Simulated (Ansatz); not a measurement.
# C11H13ClHf: the cost of one run

Method: one geometry, several basis sets; program: Ansatz 0.2.0, Gaussian basis.

Plan: PBE0-D4/def2-SVP; ωB97M-V/def2-SVP; PBE0-D4/def2-QZVPP; ωB97M-V/def2-QZVPP; the functionals' def2-TZVPP values are taken from earlier runs.

**1. Structure used throughout**

All runs share one geometry, relaxed beforehand with PBE0-D4 in a triple-zeta def2 set. Hf takes the def2 core potential; no spin-orbit term is included.

SMILES `[CH3][Hf]12345678([Cl])([C@H]9[C@@H]1[C@@H]2[C@@H]3[C@H]94)[C@H]1[C@@H]5[C@@H]6[C@@H]7[C@H]18`, 26 atoms, charge 0, spin multiplicity 1.

Atoms are counted from 1 here; the program's logs count them from 0.

Bond lengths: C1–Hf2 2.260 Å, C1–H14 1.095 Å, C1–H15 1.095 Å, C1–H16 1.095 Å, Hf2–Cl3 2.410 Å, Hf2–C4 2.529 Å, Hf2–C5 2.531 Å, Hf2–C6 2.512 Å, Hf2–C7 2.516 Å, Hf2–C8 2.523 Å, Hf2–C9 2.503 Å, Hf2–C10 2.509 Å, Hf2–C11 2.530 Å, Hf2–C12 2.540 Å, Hf2–C13 2.538 Å, C4–C5 1.408 Å, C4–C8 1.412 Å, C4–H17 1.079 Å and more. Angles: Hf2–C1–H14 109.5°, Hf2–C1–H15 110.0°, Hf2–C1–H16 115.1°, H14–C1–H15 107.4°, H14–C1–H16 107.2°, H15–C1–H16 107.3°, C1–Hf2–Cl3 97.6°, C1–Hf2–C4 92.3°, C1–Hf2–C5 75.6°, C1–Hf2–C6 95.4°, C1–Hf2–C7 127.0°, C1–Hf2–C8 124.5°, C1–Hf2–C9 131.1°, C1–Hf2–C10 103.6°, C1–Hf2–C11 77.2°, C1–Hf2–C12 85.0°, C1–Hf2–C13 116.8°, Cl3–Hf2–C4 84.3° and more.

**2. PBE0-D4 in def2-SVP**

Contents of in.yaml:

```yaml
crystal:
  periodic: [false, false, false]
  atoms:
    - {symbol: C, position_ang: [-1.447576, -1.606242, -0.876765]}
    - {symbol: Hf, position_ang: [-0.110737, -0.290644, 0.383400]}
    - {symbol: Cl, position_ang: [-0.393682, -1.455157, 2.474031]}
    - {symbol: C, position_ang: [-2.063238, 1.103964, 1.183177]}
    - {symbol: C, position_ang: [-2.068430, 1.195306, -0.221432]}
    - {symbol: C, position_ang: [-0.897498, 1.873962, -0.619698]}
    - {symbol: C, position_ang: [-0.177042, 2.219398, 0.547438]}
    - {symbol: C, position_ang: [-0.895784, 1.740223, 1.658767]}
    - {symbol: C, position_ang: [2.327308, 0.241685, 0.192957]}
    - {symbol: C, position_ang: [1.826492, 0.205488, -1.132079]}
    - {symbol: C, position_ang: [1.457175, -1.121905, -1.419720]}
    - {symbol: C, position_ang: [1.732012, -1.907926, -0.278994]}
    - {symbol: C, position_ang: [2.282365, -1.069847, 0.707351]}
    - {symbol: H, position_ang: [-2.442790, -1.657666, -0.421778]}
    - {symbol: H, position_ang: [-1.048199, -2.625259, -0.907935]}
    - {symbol: H, position_ang: [-1.580848, -1.277037, -1.912816]}
    - {symbol: H, position_ang: [-2.799842, 0.602276, 1.792063]}
    - {symbol: H, position_ang: [-2.824847, 0.799978, -0.880484]}
    - {symbol: H, position_ang: [-0.614793, 2.105818, -1.635714]}
    - {symbol: H, position_ang: [0.756670, 2.759893, 0.580256]}
    - {symbol: H, position_ang: [-0.594136, 1.814427, 2.692942]}
    - {symbol: H, position_ang: [2.707881, 1.110978, 0.707966]}
    - {symbol: H, position_ang: [1.750806, 1.046551, -1.804559]}
    - {symbol: H, position_ang: [1.025694, -1.476159, -2.343098]}
    - {symbol: H, position_ang: [1.525412, -2.961976, -0.169051]}
    - {symbol: H, position_ang: [2.567619, -1.370129, 1.703773]}
basis:
  gaussian: {orbitals: def2-SVP}
hamiltonian: {xc: pbe0, dispersion: d4}
output: {orbitals: {seedname: orbitals}}
```

Launch:

```
$ ansatz run in.yaml --threads 11 --pin off --events-out ev --progress --plain --max-ram 110592MiB --backend cpu
```

What time and memory should one allow on 11 threads of AMD EPYC 7R13, shared host?

About 4.2 s, with a peak of 1.8 GiB.
